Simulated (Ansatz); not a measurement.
# CaCo (Fm-3m) in Ansatz: reference runs

Reference runs on CaCo: the cell as given and a disturbed copy.

All numbers are computed with Ansatz 0.2.0; they aren't measurements. Logs are shortened: lines on timing, memory, paths and dates and some standing lists are left out, and cuts for length are marked.

**1. The crystal as given**

Symmetry: Fm-3m, No. 225, cubic system. Conventional cell: a = 5.138 Å, b = 5.138 Å, c = 5.138 Å, α = 90.00°, β = 90.00°, γ = 90.00°. Around Ca (site symmetry m-3m) lie 6 Co at 2.57 Å. Co (site symmetry m-3m) has 6 Ca at 2.57 Å as nearest neighbours.

The cell was built by a generator and needn't be a form met in nature.

**2. Single point, PBE, collinear spin, ferromagnetic start**

Input file input.yaml:

```yaml
crystal:
  lattice:
    - [0.0, 2.56922575, 2.56922575]
    - [2.56922575, 0.0, 2.56922575]
    - [2.56922575, 2.56922575, 0.0]
  atoms:
    - { symbol: Ca, position: [0.5, 0.5, 0.5] }
    - { symbol: Co, position: [0.0, 0.0, 0.0], spin: 2.0 }
kpoints:
  mp_grid: { grid: [9, 9, 9] }
scf:
  occupations: { method: fermi_dirac, width: 0.05 }
hamiltonian:
  xc: pbe
  pseudopotentials: { kind: all_electron, lapw: { basis_error: 0.001 } }
magnetization:
  spin_polarized: true
output:
  forces: true
  stress: true
  eigenvalues: true
  populations: true
```

Potentials or basis: all-electron LAPW, scalar-relativistic.

Started as:

```sh
> ansatz run input.yaml --threads 2 --pin off --max-ram 6144MiB --backend cpu --events-out ev --progress --plain --runs-dir out
```

The log of the run:

```text
Warning: RAYON_NUM_THREADS=2 ignored (pool sized by the plan → 2); use --threads N
Ca: projections on atomic orbitals take those of the free atom 1s2 2s2 2p6 3s2 3p6 4s2, of charge +0.00 (hamiltonian.pseudopotentials.projection_atoms)
Co: projections on atomic orbitals take those of the free atom 1s2 2s2 2p6 3s2 3p6 3d7 4s2, of charge +0.00 (hamiltonian.pseudopotentials.projection_atoms)
LAPW: plane waves up to 8.168 Å⁻¹, error target 1.0e-3 eV per atom; small_component_spin mean_spin; Ca in spheres of 1.219 Å, 18 of its electrons in bands, Dirac shells []; Co in spheres of 1.351 Å, 17 of its electrons in bands, Dirac shells [] (how accurate: hamiltonian.pseudopotentials.lapw.basis_error, Limitations)
Engine: ansatz 0.2.0, aarch64-unknown-linux-gnu
Pseudopotentials: kind: all_electron
Pseudopotential: Ca, LAPW, valence charge 18, lapw/all_electron/scalar/gaussian/Ca, Koelling and Harmon's equation, gaussian nucleus
Pseudopotential: Co, LAPW, valence charge 17, lapw/all_electron/scalar/gaussian/Co, Koelling and Harmon's equation, gaussian nucleus
Functional definition: PBE
  parameter kappa = 0.804
  parameter beta = 0.06672455060314922
  exchange = pbe_x(kappa = kappa, mu = beta*pi^2/3)
  correlation = pbe_c(beta = beta)
Crystal: 2 atoms, lattice volume = 33.919 Å³
Basis set: ecut = 254.1741329149871 eV, 331 PW (Γ), exchange–correlation at level 2
Bands: 23, of which v1, the nominal top of the filled ones, is band 18 counted from 1 (17 counted from 0)
Symmetry: 48 space group operations
Space group: Fm-3m (ITA 225), of the structure as read, at distance tolerance 3.2e-5 Å
Magnetic group: BNS 225.116 (UNI 1618), of the structure as read, at distance tolerance 3.2e-5 Å
k-points: 35 of 729
Non-local potential: Ca, projectors of the file, none
Non-local potential: Co, projectors of the file, none
Initial density: superposition of atomic densities (chi_scale 0.1, normalization cell, long waves kept (reshape's long-wave potential 0.00 eV rms))
Starting moments: Σ|m| = 2 μB on 1 of 2 sites
Initial wavefunctions: plane waves of lowest kinetic energy (no species holds an atomic orbital)
Functional: x = pbe(κ = 0.804, μ = 0.2195149727645171), c = pbe(β = 0.06672455060314922)
iter 1 solved again at ethr=1.03e-3 eV; its pass at ethr=1.00e-1 eV (dr2=3.59e-1 eV) is discarded
SCF iter   1: F=—  HF=-56429.492535 eV  |F-HF|=—  |Δ(HF+E_count)|=         —  Δρ=3.13e-2 (↑1.48e-2 ↓3.13e-2)  dr2=3.58e-1  dr2_m=1.27e-1  M=1.037 μB ∫|m|=1.315 μB  β_m=0.30  ethr=1.03e-3  ⟨swp⟩=2.1  Hψ=10034  notcnv=0
Mixer restart at iter 1: flushing history
preconditioner: auto → Kerker (q_TF=auto, 2.743 Å⁻¹)  [metal: Δε(μ)=0.006 eV  Ē_g=11.958 eV  σ=0.050 eV  W_gap=0.03  n_scr=14 (ndim 8)  ℏωp=26.3 eV  f_vac=0.000  D(μ)=4.14/eV (n_scr^D=58)]
spin=Collinear: Kerker preconditioning applied to the charge; magnetization (m = ρ↑ − ρ↓) channel mixes plain (no charge-response kernel on spin).
SCF iter   2: F=—  HF=-56429.677768 eV  |F-HF|=—  |Δ(HF+E_count)|=   1.85e-1  Δρ=1.62e-2 (↑1.28e-2 ↓1.62e-2)  dr2=3.75e-2  dr2_m=5.91e-2  M=1.025 μB ∫|m|=1.366 μB  β_m=0.39  ethr=1.02e-3  ⟨swp⟩=2.6  Hψ=5154  notcnv=0
SCF iter   3: F=—  HF=-56429.592389 eV  |F-HF|=—  |Δ(HF+E_count)|=   8.54e-2  Δρ=1.53e-2 (↑6.88e-3 ↓1.53e-2)  dr2=1.09e-1  dr2_m=2.69e-2  M=1.004 μB ∫|m|=1.301 μB  β_m=0.56  ethr=1.07e-4  ⟨swp⟩=3.0  Hψ=5427  notcnv=0
SCF iter   4: F=—  HF=-56429.639426 eV  |F-HF|=—  |Δ(HF+E_count)|=   4.70e-2  Δρ=2.30e-3 (↑2.30e-3 ↓1.57e-3)  dr2=6.48e-3  dr2_m=2.44e-4  M=1.000 μB ∫|m|=1.305 μB  β_m=0.78  ethr=1.07e-4  ⟨swp⟩=3.0  Hψ=5320  notcnv=0
SCF iter   5: F=—  HF=-56429.642796 eV  |F-HF|=—  |Δ(HF+E_count)|=         —  Δρ=1.20e-3 (↑1.04e-3 ↓1.20e-3)  dr2=2.73e-3  dr2_m=1.22e-5  M=1.000 μB ∫|m|=1.307 μB  β_m=0.89  ethr=1.85e-5  ⟨swp⟩=2.0  Hψ=4761  notcnv=0
the basis was enlarged: its passes take 934.0 KiB over the memory plan, 2 of 2 planned eigensolver slots
iter 6 solved again at ethr=4.80e-8 eV; its pass at ethr=7.81e-6 eV (dr2=1.68e-5 eV) is discarded
SCF iter   6: F=—  HF=-56429.643489 eV  |F-HF|=—  |Δ(HF+E_count)|=   6.93e-4  Δρ=2.15e-4 (↑1.75e-4 ↓2.15e-4)  dr2=1.68e-5  dr2_m=7.29e-6  M=1.000 μB ∫|m|=1.320 μB  β_m=0.91  ethr=4.80e-8  ⟨swp⟩=2.0  Hψ=7985  notcnv=0
SCF iter   7: F=—  HF=-56429.643553 eV  |F-HF|=—  |Δ(HF+E_count)|=   6.40e-5  Δρ=1.11e-4 (↑9.55e-5 ↓1.11e-4)  dr2=1.66e-6  dr2_m=2.70e-6  M=1.000 μB ∫|m|=1.324 μB  β_m=0.96  ethr=4.80e-8  ⟨swp⟩=3.0  Hψ=5123  notcnv=0
SCF iter   8: F=—  HF=-56429.643566 eV  |F-HF|=—  |Δ(HF+E_count)|=   1.36e-5  Δρ=4.12e-5 (↑3.78e-5 ↓4.12e-5)  dr2=2.97e-6  dr2_m=1.33e-8  M=1.000 μB ∫|m|=1.328 μB  β_m=0.91  ethr=4.75e-9  ⟨swp⟩=3.0  Hψ=5222  notcnv=0
SCF iter   9: F=—  HF=-56429.643568 eV  |F-HF|=—  |Δ(HF+E_count)|=   1.55e-6  Δρ=1.06e-5 (↑1.06e-5 ↓8.86e-6)  dr2=1.47e-7  dr2_m=1.46e-9  M=1.000 μB ∫|m|=1.328 μB  β_m=0.96  ethr=4.75e-9  ⟨swp⟩=2.5  Hψ=4843  notcnv=0
SCF iter  10: F=—  HF=-56429.643568 eV  |F-HF|=—  |Δ(HF+E_count)|=   1.90e-7  Δρ=1.51e-6 (↑1.50e-6 ↓1.51e-6)  dr2=3.58e-9  dr2_m=6.28e-11  M=1.000 μB ∫|m|=1.328 μB  β_m=0.98  ethr=4.20e-10  ⟨swp⟩=2.8  Hψ=4916  notcnv=0
SCF iter  11: F=-56429.643568 eV  HF=-56429.643568 eV  |F-HF|=1.43e-9  |Δ(HF+E_count)|=   2.09e-9  Δρ=5.83e-7 (↑5.83e-7 ↓4.23e-7)  dr2=3.90e-10  dr2_m=7.59e-12  M=1.000 μB ∫|m|=1.328 μB  ethr=1.02e-11  ⟨swp⟩=2.5  Hψ=4821  notcnv=0
SCF 1 converged in 11 iterations: F = -56429.643568 eV  dr2 = 3.90e-10
SCF converged after 11 iterations
Magnetization: 1.0003 μB (18.0002 up, 16.9998 down)
Absolute magnetization: 1.3283 μB (∫|ρ↑−ρ↓|)
Spin contamination: 0.0537 ħ² per cell (⟨S²⟩ above its minimum at these occupations)
Per-site moments (μB) at R_I (Å): [(-0.056219650657062914, 1.2185398154499947), (1.1636348154641158, 1.3506858962655581)]
Free energy (F): -56429.643568 eV
Harris-Foulkes:  -56429.643568 eV  (|F-HF|=1.43e-9)
Internal energy: -56429.617127 eV  (E = F + TS)
E sigma→0 (E₀):  -56429.630348 eV
Entropy (-TS):   -0.026441 eV (-13.220 meV/atom)
Fermi energy:    12.601024 eV
--- Per-component energies (eV) ---
  E_band       = -3074.758987
  E_kinetic    = 57151.163676
  E_xc         = -2613.095699
  E_electrostatic = -110967.685104  (all electrons and nuclei)
  E_smearing   = -0.026441  (= −TS)
  E_closure    = 0.000000  (closes the sum)
  E_atoms      = -56421.849850  (free atoms, spherical and without spin; not in F)
  Σ components = -56429.643568   (vs F -56429.643568, Δ=0.00e0)
  Basis errors (estimates in eV, not in F): energy 4.8e-4 per atom: plane waves 4.2e-4 (2.3e-4 summed), levels above the bands 1.6e-63, relativity 5.8e-9, radial functions 6.2e-5, core shells 2.3e-9; eigenvalues (radial functions only) 1.8e-6; not estimated: angular momenta, meshes, grids; target (lapw.basis_error) 1.0e-3; muffin-tin radii Ca 1.219 Å, Co 1.351 Å
--- Forces (eV/Å), atoms counted from 1 ---
  atom   1  Ca     0.00000000    -0.00000000    -0.00000000
  atom   2  Co    -0.00000000    -0.00000000    -0.00000000
  max |Σ_I F_I| component: 1.51e-30 eV/Å
--- Stress (GPa, compression-positive) ---
       21.621913      -0.000000       0.000000
       -0.000000      21.621913      -0.000000
        0.000000      -0.000000      21.621913
  P = ⅓ Tr σ = 21.6219 GPa (216.219 kbar)
--- Band table (eV; the first three rows and the last of 70) ---
  k-point 0 ↑: bands = ["-393.1467", "-313.5199", "-313.5199", "-313.5199", "-82.0186", "-45.3582", "-45.3582", "-45.3582", "-26.5731", "-7.5696", "-7.5696", "-7.5696", "7.3238", "10.5607", "10.5607", "10.5607", "10.7868", "10.7868", "17.7285", "17.7285", "17.7285", "19.4399", "19.4399"]
  k-point 1 ↑: bands = ["-393.1467", "-313.5199", "-313.5199", "-313.5199", "-82.0186", "-45.3586", "-45.3582", "-45.3582", "-26.5670", "-7.6220", "-7.5791", "-7.5791", "7.5974", "10.5523", "10.6333", "10.6333", "10.8650", "10.8650", "17.2064", "17.6573", "17.6573", "18.9343", "18.9343"]
  k-point 2 ↑: bands = ["-393.1467", "-313.5199", "-313.5199", "-313.5199", "-82.0185", "-45.3599", "-45.3584", "-45.3584", "-26.5516", "-7.7517", "-7.6032", "-7.6032", "8.3677", "10.5515", "10.8208", "10.8208", "11.0852", "11.0852", "16.0123", "17.0457", "17.0457", "18.5777", "18.5777"]
  k-point 34 ↓: bands = ["-393.1567", "-313.5292", "-313.5292", "-313.5292", "-80.7544", "-44.1255", "-44.1249", "-44.1240", "-26.5631", "-7.9122", "-7.8562", "-7.7845", "11.1751", "11.3662", "11.7779", "11.9796", "12.5447", "12.8231", "14.4686", "15.1979", "15.8228", "19.1299", "19.6172"]
--- Löwdin populations: 2 sites ---
  site symbol       q [e]    m [muB]
     0     Ca     18.8428    -0.0312
     1     Co     27.4456     1.1915
  spilling = 0.015141 (of n_electrons = 47.000000)
```

populations.tsv:

```text
# site	symbol	l	j	q_up	q_dn
# orbitals = lowdin
# n_electrons = 47.000000
# spilling = 0.015141
# projection_atom_Ca: 1s2 2s2 2p6 3s2 3p6 4s2
# projection_atom_Co: 1s2 2s2 2p6 3s2 3p6 3d7 4s2
0	Ca	0_1S	-	0.999991	0.999991
0	Ca	0_2S	-	0.999422	0.999428
0	Ca	0_3S	-	0.984224	0.984333
0	Ca	0_4S	-	0.432347	0.465434
0	Ca	1_2P	-	2.999992	2.999989
0	Ca	1_3P	-	2.989842	2.987820
1	Co	0_1S	-	0.999992	0.999992
1	Co	0_2S	-	0.999589	0.999608
1	Co	0_3S	-	0.991125	0.991617
1	Co	0_4S	-	0.610913	0.532144
1	Co	1_2P	-	2.999996	2.999996
1	Co	1_3P	-	2.998214	2.998089
1	Co	2_3D	-	4.718686	3.605612
```

It took 11 s on 2 threads of Arm Neoverse V1, shared host; peak memory 0.43 GiB.

What came out:

| Quantity | Value |
| --- | --- |
| Free energy | -56429.6436 eV |
| Pressure | 21.6 GPa |
| Band gap on the k mesh | none (metal or under the smearing width) |
| Net moment | 1.00 μB per cell |
| Absolute moment | 1.33 μB per cell |
| Site moments | Ca -0.06; Co +1.16 μB |

Caveat: so large a pressure means that the cell lies far from this level's equilibrium, or that cutoff or potentials fall short.

**3. Single point, PBE, collinear spin, ferromagnetic start (atoms moved at random, drawn with an rms of 0.05 Å)**

Changes to input.yaml since step 2:

```diff
@@ -6,4 +6,4 @@
   atoms:
-    - { symbol: Ca, position: [0.5, 0.5, 0.5] }
-    - { symbol: Co, position: [0.0, 0.0, 0.0], spin: 2.0 }
+    - { symbol: Ca, position: [0.490863, 0.501032, 0.502686] }
+    - { symbol: Co, position: [0.001039, 0.005453, -0.01226], spin: 2.0 }
 kpoints:
```

Potentials or basis: all-electron LAPW, scalar-relativistic.

Started as:

```sh
> ansatz run input.yaml --threads 2 --pin off --max-ram 6144MiB --backend cpu --events-out ev --progress --plain --runs-dir out
```

The log of the run:

```text
Warning: RAYON_NUM_THREADS=2 ignored (pool sized by the plan → 2); use --threads N
Ca: projections on atomic orbitals take those of the free atom 1s2 2s2 2p6 3s2 3p6 4s2, of charge +0.00 (hamiltonian.pseudopotentials.projection_atoms)
Co: projections on atomic orbitals take those of the free atom 1s2 2s2 2p6 3s2 3p6 3d7 4s2, of charge +0.00 (hamiltonian.pseudopotentials.projection_atoms)
LAPW: plane waves up to 8.294 Å⁻¹, error target 1.0e-3 eV per atom; small_component_spin mean_spin; Ca in spheres of 1.199 Å, 18 of its electrons in bands, Dirac shells []; Co in spheres of 1.333 Å, 17 of its electrons in bands, Dirac shells [] (how accurate: hamiltonian.pseudopotentials.lapw.basis_error, Limitations)
Engine: ansatz 0.2.0, aarch64-unknown-linux-gnu
Pseudopotentials: kind: all_electron
Pseudopotential: Ca, LAPW, valence charge 18, lapw/all_electron/scalar/gaussian/Ca, Koelling and Harmon's equation, gaussian nucleus
Pseudopotential: Co, LAPW, valence charge 17, lapw/all_electron/scalar/gaussian/Co, Koelling and Harmon's equation, gaussian nucleus
Functional definition: PBE
  parameter kappa = 0.804
  parameter beta = 0.06672455060314922
  exchange = pbe_x(kappa = kappa, mu = beta*pi^2/3)
  correlation = pbe_c(beta = beta)
Crystal: 2 atoms, lattice volume = 33.919 Å³
Basis set: ecut = 262.1059553225146 eV, 331 PW (Γ), exchange–correlation at level 2
Bands: 23, of which v1, the nominal top of the filled ones, is band 18 counted from 1 (17 counted from 0)
Symmetry: 1 space group operations
Space group: P1 (ITA 1), of the structure as read, at distance tolerance 3.2e-5 Å
Magnetic group: BNS 1.1 (UNI 1), of the structure as read, at distance tolerance 3.2e-5 Å
k-points: 365 of 729 (time reversal used)
Non-local potential: Ca, projectors of the file, none
Non-local potential: Co, projectors of the file, none
Initial density: superposition of atomic densities (chi_scale 0.1, normalization cell, long waves kept (reshape's long-wave potential 0.00 eV rms))
Starting moments: Σ|m| = 2 μB on 1 of 2 sites
Initial wavefunctions: plane waves of lowest kinetic energy (no species holds an atomic orbital)
[... 15 lines left out ...]
SCF iter   9: F=—  HF=-56429.636723 eV  |F-HF|=—  |Δ(HF+E_count)|=   1.27e-6  Δρ=1.11e-5 (↑1.11e-5 ↓8.84e-6)  dr2=1.26e-7  dr2_m=2.29e-9  M=1.000 μB ∫|m|=1.326 μB  β_m=0.96  ethr=3.23e-9  ⟨swp⟩=2.7  Hψ=51341  notcnv=0
SCF iter  10: F=—  HF=-56429.636723 eV  |F-HF|=—  |Δ(HF+E_count)|=   3.31e-7  Δρ=2.70e-6 (↑2.30e-6 ↓2.70e-6)  dr2=1.54e-8  dr2_m=6.01e-11  M=1.000 μB ∫|m|=1.326 μB  β_m=0.98  ethr=3.61e-10  ⟨swp⟩=3.0  Hψ=52403  notcnv=0
SCF iter  11: F=-56429.636723 eV  HF=-56429.636723 eV  |F-HF|=1.22e-9  |Δ(HF+E_count)|=  8.29e-10  Δρ=8.04e-7 (↑7.10e-7 ↓8.04e-7)  dr2=1.21e-9  dr2_m=1.72e-11  M=1.000 μB ∫|m|=1.326 μB  ethr=4.40e-11  ⟨swp⟩=2.0  Hψ=49652  notcnv=0
SCF 1 converged in 11 iterations: F = -56429.636723 eV  dr2 = 1.21e-9
SCF converged after 11 iterations
Magnetization: 1.0003 μB (18.0001 up, 16.9999 down)
Absolute magnetization: 1.3258 μB (∫|ρ↑−ρ↓|)
Spin contamination: 0.0533 ħ² per cell (⟨S²⟩ above its minimum at these occupations)
Per-site moments (μB) at R_I (Å): [(-0.05390494383055611, 1.1985859379249666), (1.1616373154453434, 1.3333108535021074)]
Free energy (F): -56429.636723 eV
Harris-Foulkes:  -56429.636723 eV  (|F-HF|=1.22e-9)
Internal energy: -56429.610185 eV  (E = F + TS)
E sigma→0 (E₀):  -56429.623454 eV
Entropy (-TS):   -0.026537 eV (-13.269 meV/atom)
Fermi energy:    12.599073 eV
--- Per-component energies (eV) ---
  E_band       = -3074.787655
  E_kinetic    = 57151.154345
  E_xc         = -2613.101152
  E_electrostatic = -110967.663379  (all electrons and nuclei)
  E_smearing   = -0.026537  (= −TS)
  E_closure    = 0.000000  (closes the sum)
  E_atoms      = -56421.849850  (free atoms, spherical and without spin; not in F)
  Σ components = -56429.636723   (vs F -56429.636723, Δ=0.00e0)
  Basis errors (estimates in eV, not in F): energy 4.9e-4 per atom: plane waves 4.5e-4 (2.5e-4 summed), levels above the bands 1.6e-63, relativity 1.3e-8, radial functions 4.0e-5, core shells 3.1e-9; eigenvalues (radial functions only) 1.5e-6; not estimated: angular momenta, meshes, grids; target (lapw.basis_error) 1.0e-3; muffin-tin radii Ca 1.199 Å, Co 1.333 Å
--- Forces (eV/Å), atoms counted from 1 ---
  atom   1  Ca    -0.16110696    -0.07294118     0.22370206
  atom   2  Co     0.16110640     0.07294093    -0.22370121
  max |Σ_I F_I| component: 8.47e-7 eV/Å
--- Stress (GPa, compression-positive) ---
       21.624611      -0.029935       0.092148
       -0.029935      21.582401       0.041707
        0.092148       0.041707      21.673635
  P = ⅓ Tr σ = 21.6269 GPa (216.269 kbar)
--- Band table (eV; the first three rows and the last of 730) ---
  k-point 0 ↑: bands = ["-393.1485", "-313.5219", "-313.5218", "-313.5217", "-82.0170", "-45.3576", "-45.3570", "-45.3559", "-26.5752", "-7.5733", "-7.5720", "-7.5713", "7.3243", "10.5606", "10.5623", "10.5637", "10.7884", "10.7884", "17.7143", "17.7239", "17.7284", "19.4297", "19.4345"]
  k-point 1 ↑: bands = ["-393.1485", "-313.5219", "-313.5218", "-313.5217", "-82.0170", "-45.3580", "-45.3571", "-45.3560", "-26.5692", "-7.6239", "-7.5827", "-7.5813", "7.5979", "10.5549", "10.6332", "10.6343", "10.8665", "10.8670", "17.1951", "17.6515", "17.6569", "18.9281", "18.9336"]
  k-point 2 ↑: bands = ["-393.1485", "-313.5219", "-313.5218", "-313.5217", "-82.0170", "-45.3591", "-45.3573", "-45.3561", "-26.5538", "-7.7535", "-7.6067", "-7.6053", "8.3681", "10.5535", "10.8208", "10.8211", "11.0861", "11.0871", "16.0051", "17.0415", "17.0447", "18.5762", "18.5802"]
  k-point 364 ↓: bands = ["-393.1585", "-313.5310", "-313.5310", "-313.5309", "-80.7552", "-44.1278", "-44.1244", "-44.1238", "-26.5727", "-8.0362", "-7.7369", "-7.7134", "10.9475", "11.2465", "12.1331", "12.2484", "12.6234", "12.8373", "13.4541", "15.3401", "15.5391", "18.9238", "19.1106"]
--- Löwdin populations: 2 sites ---
  site symbol       q [e]    m [muB]
     0     Ca     18.8425    -0.0309
     1     Co     27.4453     1.1904
  spilling = 0.015152 (of n_electrons = 47.000000)
```

populations.tsv:

```text
# site	symbol	l	j	q_up	q_dn
# orbitals = lowdin
# n_electrons = 47.000000
# spilling = 0.015152
# projection_atom_Ca: 1s2 2s2 2p6 3s2 3p6 4s2
# projection_atom_Co: 1s2 2s2 2p6 3s2 3p6 3d7 4s2
0	Ca	0_1S	-	0.999991	0.999991
0	Ca	0_2S	-	0.999421	0.999427
0	Ca	0_3S	-	0.984204	0.984310
0	Ca	0_4S	-	0.432404	0.465224
0	Ca	1_2P	-	2.999992	2.999988
0	Ca	1_3P	-	2.989817	2.987750
1	Co	0_1S	-	0.999992	0.999992
1	Co	0_2S	-	0.999589	0.999608
1	Co	0_3S	-	0.991120	0.991611
1	Co	0_4S	-	0.610790	0.531205
1	Co	1_2P	-	2.999996	2.999996
1	Co	1_3P	-	2.998214	2.998088
1	Co	2_3D	-	4.718159	3.606983
```

It took 2.5 min on 2 threads of Arm Neoverse V1, shared host; peak memory 1.2 GiB.

Results:

- Free energy: -56429.6367 eV
- Pressure: 21.6 GPa
- Largest force: 0.285 eV/Å
- Band gap on the k mesh: none (metal or under the smearing width)
- Net moment: 1.00 μB per cell
- Absolute moment: 1.33 μB per cell
- Site moments: Ca -0.05; Co +1.16 μB

Forces in eV/Å, atoms in the order of the input:
```
Ca  -0.161 -0.073  0.224
Co   0.161  0.073 -0.224
```

Levels at points of the mesh, in eV from the Fermi level:
Spin up:
```csv
k point,band 15,band 16,band 17,band 18,band 19,band 20,band 21,band 22
"(0.00, 0.00, 0.00)",-2.04,-2.04,-1.81,-1.81,5.12,5.12,5.13,6.83
```
Spin down:
| k point | band 14 | band 15 | band 16 | band 17 | band 18 | band 19 | band 20 | band 21 |
| --- | --- | --- | --- | --- | --- | --- | --- | --- |
| (0.00, 0.00, 0.00) | -1.23 | -1.23 | -1.04 | -1.04 | -1.03 | 5.33 | 5.34 | 5.35 |
